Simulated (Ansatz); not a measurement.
CoAu4:

```
Au Co
1.0
     1.45277    0.83876   11.66605
    -1.45277    0.83876   11.66605
     0.00000   -1.67752   11.66605
Au Co
4 1
Direct
  0.60667 0.60667 0.60667
  0.20228 0.20228 0.20228
  0.79772 0.79772 0.79772
  0.39333 0.39333 0.39333
  0.00000 0.00000 0.00000
```

The cell comes from a database or a generator and needn't be the stable form of this composition.

Base run:

| Item | Value |
| --- | --- |
| Program | Ansatz 0.2.0 |
| Functional | PBEsol |
| Potentials or basis | Ansatz PAW |
| Cutoff | 420 eV (not typed: the program's choice for these potentials) |
| k mesh | 11 × 11 × 11 |
| Occupations | fermi-dirac, width 0.05 eV |
| Spin | no spin polarisation |

Its results: band gap on the k mesh none (metal or under the smearing width); pressure -11.7 GPa; largest force 0.096 eV/Å.

Problem. The run is repeated on the same cell with these changes: spin from no spin polarisation to collinear spin, random start. What comes out?

Solution. Band gap on the k mesh none (metal or under the smearing width); pressure -10.2 GPa; net moment -1.81 μB per cell; site moments Au -0.01, +0.01; Co -1.91 μB; largest force 0.016 eV/Å.

Caveats: the PAW data sets come from PBE, with cores solved anew for the run's functional, which leaves a small shift of forces and pressure.
